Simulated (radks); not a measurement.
# Cs⁴⁺ in [Kr] 4d10 5s2 5p2.75 6p0.25: an all-electron calculation

What are the levels of the caesium ion Cs4+, how large are its shells, and how does its energy divide?

Program: radks (a radial shooting solver on a logarithmic mesh, Libxc functionals) version 1. Level of theory: scalar-relativistic Kohn-Sham, B86b exchange with PBE correlation, spin-unpolarised, spherical densities, finite nucleus. These are calculated values, not measurements, unless marked.

## (1) The atom as given

```
element            : caesium (Z = 55)
charge             : +4
electrons          : 51
configuration      : [Kr] 4d10 5s2 5p2.75 6p0.25
nuclear rms radius : 4.8041 fm
```

## (2) The calculation

The run's settings:

```text
Z 55
configuration [Kr] 4d10 5s2 5p2.75 6p0.25 6s0 5d0
relativity scalar-relativistic
functional b86_mgc,pbe
spin unpolarised
nucleus finite rms 4.8041 fm
c 137.035999084
```

What does the calculation give?

As calculated:

| quantity | value |
| --- | --- |
| total energy | -7783.2477 hartree |
| exchange-correlation share of it | 2.46 % |
| −T/E | 1.0536 |
| highest occupied level | 6p, -22.671 eV |
| most extended occupied level | 6p, <r> = 3.83 bohr |
| radius at density 0.001 e/bohr³ | 3.65 bohr |
| maxima of the radial density | 4 |

What this shows: 6 principal shells are occupied and 4 maxima appear in the radial density; where shells overlap, one shows as a shoulder or not at all. −T/E is 1.054: with relativity the kinetic term as defined here no longer equals −E. This is not the tabulated ground configuration, so its levels and sizes aren't those of the ground state, and no measured value stands beside it.
